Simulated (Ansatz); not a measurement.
# GaIr5: the cost of one run

Program: Ansatz 0.2.0. Level of theory: DFT PBE, scalar-relativistic, plane waves, PAW, unless a step names another level. These are calculated values, not measurements.

**1. The structure to begin with**

Symmetry: P4/mmm, No. 123, tetragonal system. Conventional cell: a = 2.763 Å, b = 2.763 Å, c = 11.366 Å, α = 90.00°, β = 90.00°, γ = 90.00°. Around Ga (site symmetry 4/mmm) lie 8 Ir at 2.69 Å and 4 Ga at 2.76 Å. Ir (site symmetry 4mm) has 12 Ir at 2.74 to 2.76 Å in its first shell of neighbours. Ir (site symmetry 4mm) has 4 Ga at 2.69 Å and 8 Ir at 2.74 to 2.76 Å in its first shell of neighbours. Ir (site symmetry 4/mmm) is surrounded by 12 Ir at 2.74 to 2.76 Å.

As a file:

```
CELL_PARAMETERS angstrom
2.76330 0.00000 0.00000
0.00000 2.76330 0.00000
0.00000 0.00000 11.36563
ATOMIC_POSITIONS crystal
Ga 0.50000 0.50000 0.00000
Ir 0.50000 0.50000 0.33159
Ir 0.50000 0.50000 0.66841
Ir 0.00000 0.00000 0.16249
Ir 0.00000 0.00000 0.83751
Ir 0.00000 0.00000 0.50000
```

It came out lowest among 14 distinct ends of the trial cells. At a tolerance of 0.05 Å it has space group P4/mmm (No. 123).

**2. Relaxing to 0.001 eV/Å, on the response runs' mesh and smearing**

File input.yaml:

```yaml
crystal:
  lattice:
    - [2.7633046757, 0.0, 0.0]
    - [0.0, 2.7633046757, 0.0]
    - [0.0, 0.0, 11.3656276857]
  atoms:
    - { symbol: Ga, position: [0.5, 0.5, 0.0] }
    - { symbol: Ir, position: [0.5, 0.5, 0.3315888894] }
    - { symbol: Ir, position: [0.5, 0.5, 0.6684111106] }
    - { symbol: Ir, position: [0.0, 0.0, 0.1624854517] }
    - { symbol: Ir, position: [0.0, 0.0, 0.8375145483] }
    - { symbol: Ir, position: [0.0, 0.0, 0.5] }
basis:
  ecutwfc: 420
kpoints:
  mp_grid: { grid: [12, 12, 4] }
hamiltonian:
  xc: pbe
scf:
  occupations: { method: gaussian, width: 0.1 }
output:
  forces: true
  stress: true
  eigenvalues: true
  write_density: true
  write_potential: true
  elf: true
  volumetric_format: npy
relax:
  adjacent_minimum: "off"
  f_tol: 0.001
  max_steps: 60
  cell: { stress_tol: 0.01 }
```

Launch:

```console
> ansatz run input.yaml --threads 3 --pin off --max-ram 7680MiB --backend cpu --events-out ev --progress --plain --runs-dir out
```

Q: Estimate wall time and peak memory on 3 threads of AMD EPYC 9R45 (Zen 5), shared host.

About 8.6 s, with a peak of 0.71 GiB.
